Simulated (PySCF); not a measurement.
# One shape, several levels: C3H10OSi (trimethylsilanol)

Wanted: a comparison of 3 runs (HF/def2-SVP, B3LYP/6-31G*, B2PLYP/pcseg-1) of C3H10OSi (trimethylsilanol). The job is set up through a Python script.

Program for the calculation: PySCF 2.14.0.

1 further run of the same task is left out (set aside as unsound or not needed).

### Step 1. The molecule

The species is C3H10OSi (15 atoms), meant as a singlet with charge 0. SMILES: `C[Si](C)(C)O`. The shape is that of a PBE0-D4/def2-TZVP optimisation. This is one conformer, not always the lowest.

Bond lengths: C1–Si2 1.870 Å, Si2–C3 1.870 Å, Si2–C4 1.861 Å, Si2–O5 1.660 Å, C1–H6 1.094 Å, C1–H7 1.094 Å, C1–H8 1.093 Å, C3–H9 1.094 Å, C3–H10 1.093 Å, C3–H11 1.094 Å, C4–H12 1.093 Å, C4–H13 1.093 Å, C4–H14 1.093 Å, O5–H15 0.957 Å. Some angles: C1–Si2–C3 109.3°, C1–Si2–C4 111.0°, C1–Si2–O5 110.3°, C3–Si2–C4 111.0°, C3–Si2–O5 110.3°, C4–Si2–O5 104.8°, Si2–C1–H6 111.5°, Si2–C1–H7 111.0°, Si2–C1–H8 111.0°, Si2–C3–H9 111.5°.

### Step 2. Energy and gradient at HF/def2-SVP (run 1)

input.xyz reads:

```xyz
15

C     -1.759880     0.191150     0.071540
Si     0.089930     0.200980    -0.204700
C      0.959910     0.370300     1.442320
C      0.639300    -1.339490    -1.093220
O      0.516200     1.448090    -1.213440
H     -2.095970     1.106050     0.568270
H     -2.057470    -0.651720     0.702020
H     -2.296730     0.107790    -0.876880
H      0.664600     1.288070     1.959260
H      2.044780     0.393380     1.311290
H      0.718200    -0.468650     2.101280
H      0.405110    -2.234400    -0.510590
H      1.717690    -1.322690    -1.268870
H      0.142180    -1.426990    -2.062380
H      0.312140     2.338130    -0.925910
```

run.py reads:

```python
# C[Si](C)(C)O
import pyscf.grad
from pyscf import gto

molecule = gto.M(
    atom='input.xyz',
    basis='def2-svp',
    verbose=3,
    max_memory=1860,
)

mf = molecule.RHF()
mf.conv_tol = 1e-10
mf.kernel()
if not mf.converged:
    mf = mf.newton().run(mf.mo_coeff, mf.mo_occ)

energy = mf.e_tot
print('E = %.10f Eh' % energy)
grad = mf.Gradients().kernel()
dip = mf.dip_moment()
pop, q = mf.mulliken_pop()
```

On the command line:

```bash
$ OMP_NUM_THREADS=1 python run.py
```

The program printed:

```text
converged SCF energy = -483.066508283584
[... 9 lines left out ...]
Dipole moment(X, Y, Z, Debye): -0.66226,  0.50624,  1.24592
[... 140 lines left out ...]
charge of   14H =      0.20432
```

Wall time 42 s (1 thread of Intel Xeon at 2.50GHz (Skylake/Cascade Lake), shared host); peak memory 0.35 GiB.

### Step 3. Energy and forces at B3LYP/6-31G(d) (spherical functions) (run 2)

job.py reads:

```python
from pyscf import gto, dft

mol = gto.M(
    atom='''
C   -1.759880   0.191150   0.071540
Si   0.089930   0.200980  -0.204700
C    0.959910   0.370300   1.442320
C    0.639300  -1.339490  -1.093220
O    0.516200   1.448090  -1.213440
H   -2.095970   1.106050   0.568270
H   -2.057470  -0.651720   0.702020
H   -2.296730   0.107790  -0.876880
H    0.664600   1.288070   1.959260
H    2.044780   0.393380   1.311290
H    0.718200  -0.468650   2.101280
H    0.405110  -2.234400  -0.510590
H    1.717690  -1.322690  -1.268870
H    0.142180  -1.426990  -2.062380
H    0.312140   2.338130  -0.925910
''',
    spin=0,
    max_memory=1860,
    basis='6-31g*',
    verbose=4,
)

mf = dft.RKS(mol, xc='b3lyp')
mf.conv_tol = 1e-10
mf.grids.level = 5
mf.kernel()
if not mf.converged:
    mf = mf.newton().run(mf.mo_coeff, mf.mo_occ)

e_final = mf.e_tot
print('E(%s) = %.9f' % ('B3LYP', e_final))
grad = mf.nuc_grad_method().kernel()
mf.analyze()
```

On the command line:

```bash
$ OMP_NUM_THREADS=1 python job.py
```

The program printed:

```text
PySCF version 2.14.0

[... 109 lines left out ...]
MO #4   energy= -10.1465700601194  occ= 2
[... 17 lines left out ...]
MO #22  energy= -0.337661218529766 occ= 2
[... 17 lines left out ...]
MO #40  energy= 0.3562212837583    occ= 0
[... 17 lines left out ...]
MO #58  energy= 0.909072883686045  occ= 0
[... 17 lines left out ...]
MO #76  energy= 1.67967810359336   occ= 0
[... 17 lines left out ...]
MO #94  energy= 2.64301812104107   occ= 0
[... 112 lines left out ...]
Dipole moment(X, Y, Z, Debye): -0.62350,  0.47919,  1.17270
```

Run time: 1.7 min. Hardware: 1 thread of Intel Xeon at 2.50GHz (Skylake/Cascade Lake), shared host; peak memory 0.97 GiB.

### Step 4. The energy at B2PLYP/pcseg-1 (run 3)

run.py reads:

```python
from pyscf import gto, dft, mp

system = gto.M(
    atom=[
    ('C', (-1.759880, 0.191150, 0.071540)),
    ('Si', (0.089930, 0.200980, -0.204700)),
    ('C', (0.959910, 0.370300, 1.442320)),
    ('C', (0.639300, -1.339490, -1.093220)),
    ('O', (0.516200, 1.448090, -1.213440)),
    ('H', (-2.095970, 1.106050, 0.568270)),
    ('H', (-2.057470, -0.651720, 0.702020)),
    ('H', (-2.296730, 0.107790, -0.876880)),
    ('H', (0.664600, 1.288070, 1.959260)),
    ('H', (2.044780, 0.393380, 1.311290)),
    ('H', (0.718200, -0.468650, 2.101280)),
    ('H', (0.405110, -2.234400, -0.510590)),
    ('H', (1.717690, -1.322690, -1.268870)),
    ('H', (0.142180, -1.426990, -2.062380)),
    ('H', (0.312140, 2.338130, -0.925910)),
],
    basis='pcseg-1',
    max_memory=1860,
    verbose=4,
    spin=0,
)

ks = dft.RKS(system)
ks.xc = '0.53*HF + 0.47*B88, 0.73*LYP'
ks.grids.level = 5
ks.conv_tol = 1e-10
ks.kernel()
if not ks.converged:
    ks = ks.newton().run(ks.mo_coeff, ks.mo_occ)

pt = mp.MP2(ks, frozen=9).run()
energy = ks.e_tot + 0.27 * pt.e_corr
print('PT2 part  %.8f' % (0.27 * pt.e_corr))
print('E(%s) = %.9f' % ('B2PLYP', energy))
ks.analyze()
```

On the command line:

```bash
$ OMP_NUM_THREADS=1 python run.py
```

The program printed:

```text
PySCF version 2.14.0

[... 113 lines left out ...]
MO #9   energy= -3.88347662389806  occ= 2
[... 22 lines left out ...]
MO #32  energy= 0.152350653350874  occ= 0
[... 22 lines left out ...]
MO #55  energy= 0.733535607631365  occ= 0
[... 22 lines left out ...]
MO #78  energy= 1.58679948327962   occ= 0
[... 22 lines left out ...]
MO #101 energy= 2.47220325430122   occ= 0
[... 22 lines left out ...]
MO #124 energy= 3.69299034523218   occ= 0
[... 142 lines left out ...]
Dipole moment(X, Y, Z, Debye): -0.68417,  0.40945,  1.30210
```

It took 85 s on 1 thread of Intel Xeon at 2.50GHz (Skylake/Cascade Lake), shared host; peak memory 0.72 GiB.

### Step 5. Overview of the runs

```
run                               level  integration grid      task  energy (Eh)  dipole moment (D)  HOMO energy (eV)  LUMO energy (eV)  wall time
  1                         HF/def2-SVP                 –  gradient  -483.066508               1.50            -11.40              4.17       42 s
  2  B3LYP/6-31G* (spherical functions)                 5  gradient  -485.127154               1.41             -7.44              1.54    1.7 min
  3                      B2PLYP/pcseg-1                 5    energy  -484.730052               1.53             -9.33              1.84       85 s
```

### Step 6. Outcome

```
                                  quantity          value
                       run 3: total energy  -484.73005 Eh
           run 3: dipole moment (SCF part)         1.53 D
  run 3: HOMO energy (SCF part's orbitals)       -9.33 eV
  run 3: LUMO energy (SCF part's orbitals)        1.84 eV
run 3: HOMO–LUMO gap (SCF part's orbitals)       11.17 eV
```

What this shows: The dipole moment (its size) runs from 1.41 D (B3LYP/6-31G*) to 1.53 D (B2PLYP/pcseg-1). The two ends differ in method and basis. A double hybrid's value is that of its SCF part. The HOMO–LUMO gap runs from 8.98 eV (B3LYP/6-31G*) to 15.56 eV (HF/def2-SVP). Totals of different functionals can't be ranked against each other. All runs together took 3.8 min, the longest 1.7 min.
